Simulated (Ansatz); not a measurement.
Write a Python script for Ansatz 0.2.0 through its Python package that makes energies of removing a hydrogen of ClF₂HSeSn, SMILES [F][Sn]([F])([Cl])[SeH]. Use (for the species named): PBE, def2-SVP basis, multiplicity 1.

```
atom    x (Å)    y (Å)    z (Å)
   F   0.0116  -0.9147   1.9315
  Sn   0.2863  -0.5123   0.0379
   F   1.9884  -1.2296  -0.4823
  Cl  -1.3206  -1.5107  -1.2623
  Se   0.2702   2.0032  -0.3772
   H  -1.1938   2.1000   0.1063
```

The script, `bde.py`:
```python
import ansatz


def total_energy(molecule, charge=0, unpaired=0):
    calc = molecule.calculation().basis(gaussian="def2-SVP").functional("PBE")
    if charge:
        calc = calc.charge(charge)
    if unpaired:
        calc = calc.spin("collinear", total=unpaired)
    report = calc.run(threads=1, pin="off").report
    if report["published_state_doubts"]:
        print("  doubts:", report["published_state_doubts"])
    return report["free_energy_ev"]

def without(molecule, index):
    rest = ansatz.Crystal.molecule()
    for i, site in enumerate(molecule.cartesian_sites):
        if i != index:
            rest = rest.atom(site.symbol, site.position_ang)
    return rest

clf2hsesn = (
    ansatz.Crystal.molecule()
    .atom("F", (0.0116, -0.9147, 1.9315))
    .atom("Sn", (0.2863, -0.5123, 0.0379))
    .atom("F", (1.9884, -1.2296, -0.4823))
    .atom("Cl", (-1.3206, -1.5107, -1.2623))
    .atom("Se", (0.2702, 2.0032, -0.3772))
    .atom("H", (-1.1938, 2.1, 0.1063))
)

whole = total_energy(clf2hsesn, 0)
hydrogen = total_energy(ansatz.Crystal.molecule().atom("H", (0, 0, 0)), 0, 1)
print(f"E(molecule) = {whole:.5f} eV, E(H) = {hydrogen:.5f} eV")
for index in [5]:
    radical = total_energy(without(clf2hsesn, index), 0, 1)
    print(f"H{index}: homolysis {(radical + hydrogen - whole):.3f} eV")
    anion = total_energy(without(clf2hsesn, index), -1)
    print(f"H{index}: loss of a proton {(anion - whole):.3f} eV")
```

```console
$ python bde.py
E(molecule) = -89120.66011 eV, E(H) = -13.56840 eV
H5: homolysis 3.563 eV
H5: loss of a proton 13.814 eV
```

Notes:
- Total energies depend on the basis set; only differences at equal settings carry meaning.
- The geometry is a force-field or estimated start, not a minimum of this method, and the basis set is short of its limit. All parts are taken at fixed geometry, without zero-point energy.
- def2 sets replace the cores of elements past krypton by effective core potentials.
- This functional overbinds, so such energies come out a few per cent too high (LDA far more).
- The spin-orbit lowering of heavy atoms is left out.
- Anions want diffuse functions, which this basis lacks.
- Hardware and time: 39 s on 1 thread of Arm Neoverse V2, on a shared host, peak memory 0.3 GiB.
